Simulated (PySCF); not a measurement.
**C₃H₄ClFOS: a tour of settings**

Which settings matter for C₃H₄ClFOS (`C[S@](=O)/C(F)=C\Cl`), and how do bad ones show?

Computed with PySCF 2.14.0, with density-fitted response routines of our own, on a single molecule, in the gas phase or a continuum. Atoms are numbered from 0 throughout.

### 1 Starting geometry

11 atoms, charge 0, multiplicity 1; geometry from: GFN2-xTB.

Bonds of the start (Å): C0–S1 1.85, S1–O2 1.45, S1–C3 1.86, C3–F4 1.34, C3–C5 1.32, C5–Cl6 1.71, C0–H7 1.09, C0–H8 1.08, C0–H9 1.08, C5–H10 1.08.

### 2 NMR shieldings: PBE0/pcSseg-1

Job settings and geometry (Å):

```
{"job": {"kind": "nmr", "xc": "PBE0", "basis": "pcSseg-1"}, "charge": 0, "multiplicity": 1}
C     -1.602042     0.550582     0.534149
S     -0.567283    -0.001204    -0.890908
O     -1.170812    -1.232195    -1.373404
C      0.828392    -0.514614     0.219266
F      0.516823    -1.446948     1.128891
C      2.067673    -0.059818     0.114597
Cl     2.459936     1.130634    -1.045354
H     -2.561179     0.862398     0.133866
H     -1.106478     1.384859     1.017029
H     -1.743181    -0.278092     1.219901
H      2.883576    -0.392932     0.740000
```

Level: GIAO PBE0/pcSseg-1 NMR shielding, non-relativistic, gas phase.

Command:

```sh
> OMP_NUM_THREADS=1 python probes_run.py task.json out
```

This one command runs all jobs of the session in turn.

Standard output:

```text
coarse grid: 11160 points
cycle   1  E = -1149.1687407609  dE =  1.292e+00  |g| = 9.820e-01  |ddm| = 3.340e+00
cycle   2  E = -1148.0635872071  dE =  1.105e+00  |g| = 2.482e+00  |ddm| = 4.300e+00
cycle   3  E = -1149.3421445596  dE = -1.279e+00  |g| = 2.332e-01  |ddm| = 3.713e+00
cycle   4  E = -1149.3496104961  dE = -7.466e-03  |g| = 1.579e-01  |ddm| = 3.891e-01
cycle   5  E = -1149.3542532997  dE = -4.643e-03  |g| = 2.721e-02  |ddm| = 1.462e-01
cycle   6  E = -1149.3543935708  dE = -1.403e-04  |g| = 9.528e-03  |ddm| = 3.085e-02
cycle   7  E = -1149.3544103725  dE = -1.680e-05  |g| = 3.082e-03  |ddm| = 9.365e-03
cycle   8  E = -1149.3544125346  dE = -2.162e-06  |g| = 1.001e-03  |ddm| = 3.841e-03
final grid: 101416 points
cycle   9  E = -1149.4137663144  dE = -1.828e-05  |g| = 1.083e-02  |ddm| = 2.519e-02
cycle  10  E = -1149.4137138835  dE =  5.243e-05  |g| = 1.897e-02  |ddm| = 2.994e-02
cycle  11  E = -1149.4137899734  dE = -7.609e-05  |g| = 2.845e-03  |ddm| = 2.181e-02
cycle  12  E = -1149.4137914779  dE = -1.505e-06  |g| = 4.064e-04  |ddm| = 2.682e-03
cycle  13  E = -1149.4137915114  dE = -3.346e-08  |g| = 9.596e-05  |ddm| = 5.035e-04
cycle  14  E = -1149.4137915130  dE = -1.562e-09  |g| = 3.721e-05  |ddm| = 1.183e-04
cycle  15  E = -1149.4137915132  dE = -2.792e-10  |g| = 1.115e-05  |ddm| = 4.051e-05
converged SCF energy = -1149.4137915132

GIAO shielding tensors (ppm)
atom      isotropic    diamagn.    paramagn.     s11        s22        s33       span
  0 C      144.100     253.882    -109.782    108.099    137.630    186.571     78.472
  1 S      164.071    1050.726    -886.656    -34.418     95.583    431.047    465.465
  2 O      276.598     394.081    -117.483     55.187    272.833    501.775    446.588
  3 C        6.225     255.853    -249.628    -96.510     49.811     65.373    161.883
  4 F      301.478     474.094    -172.616    228.452    297.443    378.538    150.087
  5 C       69.268     254.366    -185.098     -9.776     86.888    130.692    140.468
  6 Cl     813.317    1146.265    -332.948    661.601    808.194    970.156    308.554
  7 H       29.067      28.809       0.259     26.324     26.712     34.166      7.843
  8 H       29.941      30.237      -0.296     26.283     28.222     35.319      9.036
  9 H       28.304      30.149      -1.845     24.631     28.612     31.668      7.038
 10 H       25.296      28.368      -3.072     20.853     26.798     28.238      7.385
```

Run time: 29 s. Hardware: 1 thread of Intel Xeon Platinum 8488C, shared host; peak memory 0.71 GiB.

Shifts follow as δ = σ(reference) − σ, with reference shieldings (ppm) from runs at the same level and on the same kind of geometry: ¹H TMS 31.72, ¹³C TMS 186.9, ¹⁹F CFCl3 170.9, ¹⁷O H2O 336.1, ³³S CS2 504, ³⁵Cl HCl 950. The references are single molecules in the gas phase, so shifts against H2O, NH3, PH3, H3PO4 or CFCl3 are not on the usual liquid scales and can be off by tens of ppm. Atoms listed in one row are averaged.

| atoms | environment | σ (ppm) | δ (ppm) | δ scaled to CDCl3 |
| --- | --- | --- | --- | --- |
| C3 | fully substituted alkene carbon | 6.2 | 180.7 | 170.0 |
| C5 | alkene CH | 69.3 | 117.7 | 112.9 |
| C0 | methyl carbon bonded to S | 144.1 | 42.8 | 35.5 |
| H10 | hydrogen on an alkene CH | 25.30 | 6.42 | 6.16 |
| H7, H8, H9 | hydrogen on a methyl carbon bonded to S | 29.10 | 2.61 | 2.57 |
| S1 | sulfoxide sulfur | 164 | 340 | – |
| O2 | S=O oxygen | 276.6 | 59.5 | – |
| F4 | vinylic fluorine | 301.5 | -130.5 | – |
| Cl6 | chlorine bonded to C | 813 | 136 | – |

The scaled column applies a straight-line fit of computed shieldings to shifts measured in CDCl3, with any fitted terms for Cl, Br or S neighbours, and one for carbons that bear F (root-mean-square error 0.16 ppm for H, 1.9 ppm for C).

The run also stored atomic charges by several schemes (e):

```csv
atoms,Mulliken,IAO,Hirshfeld,ESP fit
C0,-0.41,-0.58,-0.13,-0.50
S1,0.67,1.12,0.34,0.34
O2,-0.59,-0.88,-0.35,-0.41
C3,0.10,0.09,0.04,0.26
F4,-0.25,-0.24,-0.06,-0.14
C5,-0.12,-0.22,-0.06,-0.29
Cl6,-0.06,0.01,-0.01,-0.04
```

Mayer bond orders: C0–S1 0.89, S1–O2 1.58, S1–C3 0.81, C3–F4 0.93, C3–C5 1.78, C5–Cl6 1.05.

Orbitals, density, ELF and potential are computed afterwards from the orbital file.

Frontier orbitals at PBE0/pcSseg-1, with the share of their density that lies nearest to each atom:

```
orbital  energy (eV)                                   lies on
   HOMO        -7.19   O2 50 %; S1 25 %; C0, C3 about 6 % each
   LUMO        -1.01  C3, C5 about 29 % each; S1 10 %; H10 8 %
```

ELF in a plane through or near 6 of the atoms.

Ten even steps from ' ' (0.00) to '@' (1.00):
```
                                                        
                                                        
                                                        
                      ....                              
                  ..--++++==::                          
                  ..**%%%%%%**..  ..##++..              
        ..**%%**    ==####%%**    %%@@@@++..            
        **@@@@@@++  ..++**==..  ::@@@@@@##..            
        ##@@@@@@%%==**--====    ==@@@@%%--..            
        ::%%@@@@::::@@****##::::++++==**++++--          
          ..++**....%%****++::++##::--@@@@@@@@--        
          ..--**%%**--....::::==******@@@@@@@@++        
      ::++####****##--    ..::------++@@@@@@@@--        
    ..--##%%##::==**##..  ..==--..  ..++%%%%++          
    ..--##%%##--::%%%%--    --::..      ....            
      ..--**####%%%%##--                                
        ..::--==++++==..                                
                ......                                  
                                                        
                                                        
```
The map spans 10.9 Å across and 8.6 Å up, centred on the molecule. Atoms in the plane (x, y in Å): C0 (1.7, -0.1), C5 (-2.1, 0.0), Cl6 (-2.4, -1.7), H7 (2.6, -0.6), H9 (1.8, 0.9), H10 (-2.9, 0.6).

log10 of the density (e/Å³) in the same plane.

Ten even steps from ' ' (-4.0) to '@' (1.1):
```
                                                        
                                                        
                    ..::::::..                          
                ..::========--::..                      
            ....::==++******++==--::::::....            
        ..::------++**%%@@%%**++========--::..          
      ..--==++++++++##%%@@%%##++++++**++==--::..        
    ..::==++**********##%%##**++++####**++==--::        
    ::--==**##%%############******##%%##**++--::..      
    ::--==**##%%%%%%%%%%%%##****##%%%%##**++==--..      
    ::--==++####%%%%######****####%%@@%%##**++--::..    
    ::--==++**##%%####********######%%%%%%##++--::..    
  ..--==++**##%%%%##**++++++**********##****++--..      
  ..--==++##%%@@@@%%##++++++++++++++++++++++==::..      
  ..--==++##%%@@@@%%##++================----::..        
  ..::--==****######**====--------::::::....            
    ..::--==++++++++====--::::::......                  
      ..::--========--::::..                            
        ..::::::::::::..                                
              ....                                      
```
The map spans 10.9 Å across and 8.6 Å up, centred on the molecule. Atoms in the plane (x, y in Å): C0 (1.7, -0.1), C5 (-2.1, 0.0), Cl6 (-2.4, -1.7), H7 (2.6, -0.6), H9 (1.8, 0.9), H10 (-2.9, 0.6).

On the surface of density 0.002 e/bohr³ the electrostatic potential runs, from the 1st to the 99th percentile, from -1.87 V near O2 to 1.51 V near H10.

### 3 Excited states and response: PBE0/def2-SVPD

The job, as its differences from that of step 2:

```diff
@@ -1,2 +1,2 @@
-{"job": {"kind": "nmr", "xc": "PBE0", "basis": "pcSseg-1"}, "charge": 0, "multiplicity": 1}
+{"job": {"kind": "uv", "xc": "PBE0", "basis": "def2-SVPD", "nstates": 6, "ntriplets": 2}, "charge": 0, "multiplicity": 1}
 C     -1.602042     0.550582     0.534149
```

Level: TDDFT PBE0/def2-SVPD, vertical, gas phase, core orbitals frozen in the response.

Standard output:

```text
coarse grid: 11160 points
cycle   1  E = -1148.7282438769  dE =  1.228e+00  |g| = 9.173e-01  |ddm| = 4.994e+00
cycle   2  E = -1147.7061048171  dE =  1.022e+00  |g| = 2.367e+00  |ddm| = 4.297e+00
cycle   3  E = -1148.8925591619  dE = -1.186e+00  |g| = 1.982e-01  |ddm| = 3.383e+00
cycle   4  E = -1148.8976833641  dE = -5.124e-03  |g| = 1.405e-01  |ddm| = 4.292e-01
cycle   5  E = -1148.9016740991  dE = -3.991e-03  |g| = 2.449e-02  |ddm| = 1.841e-01
cycle   6  E = -1148.9018032903  dE = -1.292e-04  |g| = 6.746e-03  |ddm| = 6.491e-02
cycle   7  E = -1148.9018119424  dE = -8.652e-06  |g| = 2.280e-03  |ddm| = 1.297e-02
final grid: 101416 points
cycle   8  E = -1149.0279746392  dE = -7.158e-06  |g| = 1.190e-02  |ddm| = 7.602e-02
cycle   9  E = -1149.0279094329  dE =  6.521e-05  |g| = 2.081e-02  |ddm| = 4.736e-02
cycle  10  E = -1149.0280066274  dE = -9.719e-05  |g| = 3.028e-03  |ddm| = 3.064e-02
cycle  11  E = -1149.0280085198  dE = -1.892e-06  |g| = 3.314e-04  |ddm| = 3.702e-03
cycle  12  E = -1149.0280085421  dE = -2.231e-08  |g| = 1.542e-04  |ddm| = 6.873e-04
cycle  13  E = -1149.0280085473  dE = -5.184e-09  |g| = 4.647e-05  |ddm| = 2.872e-04
cycle  14  E = -1149.0280085479  dE = -5.946e-10  |g| = 1.041e-05  |ddm| = 1.037e-04
converged SCF energy = -1149.0280085479

Static polarisability (au): isotropic 77.003, principal 65.019 68.326 97.664

Singlet excitations
state   eV       nm        f      main configurations
  1   4.7384    261.7   0.00985   H->L 0.96
  2   5.7893    214.2   0.07549   H->L+1 0.92
  3   5.8691    211.2   0.00420   H-2->L 0.91
  4   6.1011    203.2   0.18430   H-1->L 0.83
  5   6.2395    198.7   0.00309   H->L+2 0.76, H-1->L+2 0.18
  6   6.5398    189.6   0.00312   H-1->L+2 0.45, H-1->L+1 0.32, H->L+2 0.16

Triplet excitations (Tamm-Dancoff, eV): 3.8684 4.4498
```

Run time: 33 s. Hardware: 1 thread of Intel Xeon Platinum 8488C, shared host; peak memory 0.78 GiB.

The orbitals next to the gap, with their largest atomic shares:

| orbital | eV | atoms |
| --- | --- | --- |
| HOMO−3 | -9.73 | Cl6 77 %, C5 10 %, O2 4 % |
| HOMO−2 | -8.51 | O2 57 %, S1 13 %, C3 10 % |
| HOMO−1 | -8.00 | Cl6 30 %, C3 24 %, C5 23 % |
| HOMO | -7.30 | O2 47 %, S1 27 %, C0 8 % |
| LUMO | -1.19 | C5 31 %, C3 27 %, S1 12 % |
| LUMO+1 | -0.09 | S1 44 %, C3 14 %, C0 10 % |
| LUMO+2 | 0.11 | Cl6 49 %, C5 19 %, S1 8 % |

With each of the 6 states as a Gaussian band of 0.4 eV half-width at 1/e, the curve within the window shown has maxima at 261 nm (ε 400), 205 nm (ε 9,600) L/(mol cm). Beyond the last state computed it falls off for lack of states. The curve at chosen wavelengths:

nm, ε (L/mol/cm) and a bar:
```
      181        335 #
      186       1277 ####
      190       2869 #########
      195       5763 ##################
      200       8482 ##########################
      205       9620 ##############################
      209       9115 ############################
      214       7276 #######################
      219       5018 ################
      223       3404 ###########
      228       1899 ######
      233        982 ###
      238        521 #
      242        367 #
      247        326 #
      252        356 #
      257        392 #
      261        402 #
      266        383 #
      271        335 #
      275        283 #
      280        215 #
      285        153 
      290        102 
      294         71 
      299         43
```

Leading natural transition orbitals of singlet state 4: the hole lies on Cl6 45 %; C3 23 %; C5 16 %; the particle on C3, C5 about 21 % each; S1 19 %; O2 10 %.

Leading natural transition orbitals of singlet state 1: the hole lies on O2 50 %; S1 28 %; C0, C3 about 6 % each; the particle on C3, C5 about 26 % each; S1 14 %; O2 8 %.

Ground-state properties from the same run:

| property | computed |
| --- | --- |
| dipole moment (D) | 3.59 |
| polarisability (Å³) | 11.41 |
| HOMO–LUMO gap (eV) | 6.11 |
| −ε(HOMO) (eV) | 7.30 |

(Part 1 of 2 ends here.)
